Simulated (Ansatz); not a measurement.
# CuAgO2: the cost of one run

Computed with Ansatz 0.2.0 through its Python package. Level of theory: DFT r2SCAN, plane waves, norm-conserving potentials.

**1. Starting point**

Symmetry: Pmmm, No. 47, orthorhombic system. Conventional cell: a = 2.816 Å, b = 3.354 Å, c = 5.404 Å, α = 90.00°, β = 90.00°, γ = 90.00°. Around Cu (site symmetry mmm) lie 4 O at 1.88 Å. Around Ag (site symmetry mmm) lie 4 O at 2.23 Å. O (site symmetry mm2) has 2 Cu at 1.88 Å and 2 Ag at 2.23 Å in its first shell of neighbours.

The script reads cuago2.cif:

```cif
data_CuAgO2
_cell_length_a 2.816443
_cell_length_b 3.353893
_cell_length_c 5.404177
_cell_angle_alpha 90.00000
_cell_angle_beta 90.00000
_cell_angle_gamma 90.00000
_symmetry_space_group_name_H-M 'P 1'
_symmetry_Int_Tables_number 1
loop_
_symmetry_equiv_pos_as_xyz
'x, y, z'
loop_
_atom_site_label
_atom_site_type_symbol
_atom_site_fract_x
_atom_site_fract_y
_atom_site_fract_z
Cu1 Cu    0.500000    0.500000    0.500000
Ag2 Ag    0.000000    0.000000    0.000000
O3 O    0.000000    0.500000    0.270850
O4 O    0.000000    0.500000    0.729150
```

**2. The script**

cuago2_smear.py

```python
'''Smearing width test for CuAgO2.'''

import warnings

import ansatz as az
from ase.io import read
import matplotlib.pyplot as plt

warnings.simplefilter('ignore', az.DeckWarning)

atoms = read('cuago2.cif')
xtal = az.Crystal.from_ase(atoms)

job = (
    xtal.calculation()
    .scf(extra_bands=16, self_checks='high')
    .pseudopotentials('nc')
    .kpoints(6, 5, 4)
    .functional('r2scan')
)

rows = []
for value in [0.3, 0.2, 0.1, 0.05]:
    r = job.occupations('gaussian', width=value).run(threads=1).report
    rows.append((value, r['free_energy_ev'] / len(r['lattice']['sites']), r['n_iterations'], r['n_kpoints']))

print('  width (eV)   F/atom (eV)    iterations      k-points')
for row in rows:
    print(f'{str(row[0]):>12s}  {row[1]:12.5f}  {row[2]:12d}  {row[3]:12d}')

# differences from the last row
for row in rows[:-1]:
    shift = 1000 * (row[1] - rows[-1][1])
    print(f'{row[0]}: {shift:+.2f} meV/atom' + ('  (within 1 meV)' if abs(shift) < 1 else ''))
plt.figure(figsize=(4.5, 3))
plt.plot([str(row[0]) for row in rows], [1000 * (row[1] - rows[-1][1]) for row in rows], 'o-')
plt.xlabel('width (eV)')
plt.ylabel('F - F(last) (meV/atom)')
plt.tight_layout()
plt.savefig('smear.png', dpi=100)
```

**3. The calls as engine input**

The package turns the script's settings into the engine's input (first run):

```yaml
crystal:
  lattice:
    - [2.816443, 0.0, 0.0]
    - [0.0, 3.353893, 0.0]
    - [0.0, 0.0, 5.404177]
  atoms:
    - { symbol: Cu, position: [0.5, 0.5, 0.5] }
    - { symbol: Ag, position: [0.0, 0.0, 0.0] }
    - { symbol: O, position: [0.0, 0.5, 0.27085] }
    - { symbol: O, position: [0.0, 0.5, 0.72915] }
kpoints:
  mp_grid:
    grid: [6, 5, 4]
hamiltonian:
  xc: r2scan
  pseudopotentials:
    kind: nc
scf:
  n_extra_bands: 16
  self_checks: high
  occupations:
    method: gaussian
    width: 0.3
```

**4. Running it**

Started as:

```bash
$ python cuago2_smear.py
```

Q: Estimate wall time and peak memory on 1 thread of Arm Neoverse V2, shared host.

About 2.8 min, with a peak of 0.71 GiB.
